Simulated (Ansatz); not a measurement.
# GaTeH₂ radical (SMILES [GaH][TeH]): functionals against CCSD(T) at one geometry

One table from this session's results is given with a row withheld; the runs are named, their logs left out.

The runs use Ansatz 0.2.0, Gaussian basis; single points in def2-TZVPP.

Cores are frozen in the correlated methods. Filled d shells of the heavier atoms are correlated. Core potentials replace the inner electrons past krypton, and spin-orbit coupling is left out. Orbitals are unrestricted.

## The starting structure

SMILES `[GaH][TeH]`, 4 atoms, charge 0, spin multiplicity 2.

Atoms are counted from 1 here; the program's logs count them from 0.

Bond lengths: Ga1–Te2 2.674 Å, Ga1–H3 1.904 Å, Te2–H4 1.736 Å. Angles: Te2–Ga1–H3 111.6°, Ga1–Te2–H4 79.7°.

As a file:

```csv
atom,x (Å),y (Å),z (Å)
Ga1,-0.5884,-0.6865,0.6060
Te2,0.8500,1.0603,-0.8179
H3,0.5121,-2.0250,1.3939
H4,-0.7538,1.6302,-1.1573
```

The first run:

Input file run/in.yaml:

```yaml
crystal:
  periodic: [false, false, false]
  atoms:
    - {symbol: Ga, position_ang: [-0.588400, -0.686500, 0.606000]}
    - {symbol: Te, position_ang: [0.850000, 1.060300, -0.817900]}
    - {symbol: H, position_ang: [0.512100, -2.025000, 1.393900]}
    - {symbol: H, position_ang: [-0.753800, 1.630200, -1.157300]}
basis:
  gaussian: {orbitals: def2-TZVPP}
magnetization: {spin_polarized: true, initial_magnetization: 1}
correlation: {method: ccsd_t}
scf: {omitted_lower_state_checks: [cluster_reference]}
output: {forces: true}
```

The command line of these runs was not kept.

Among the steps run: CCSD(T)/def2-TZVPP; PBE0-D4/def2-TZVPP; wB97M-V/def2-TZVPP; r2SCAN-D4/def2-TZVPP; PBE-D4/def2-TZVPP; SPW92/def2-TZVPP; r2SCANh-D4/def2-TZVPP.

One table of the session follows, with a row left open; its other results are not shown here.

| method | RMS force component (eV/Å) | angle to CCSD(T) forces (°) | dipole (D) |
| --- | --- | --- | --- |
| CCSD(T) | 1.020 | reference | 1.12 |
| PBE0-D4 | 0.921 | 1.8 | 1.21 |
| wB97M-V | 1.027 | 1.2 | 1.33 |
| r2SCAN-D4 | 0.939 | 1.0 | 1.12 |
| PBE-D4 | ? | ? | ? |
| SPW92 | 0.875 | 3.8 | 1.04 |
| r2SCANh-D4 | 0.972 | 0.9 | 1.19 |

**Question.** Estimate the row for PBE-D4.

As computed: RMS force component (eV/Å): 0.758; angle to CCSD(T) forces (°): 4.2; dipole (D): 1.02. In the column «RMS force component (eV/Å)» it is the lowest.
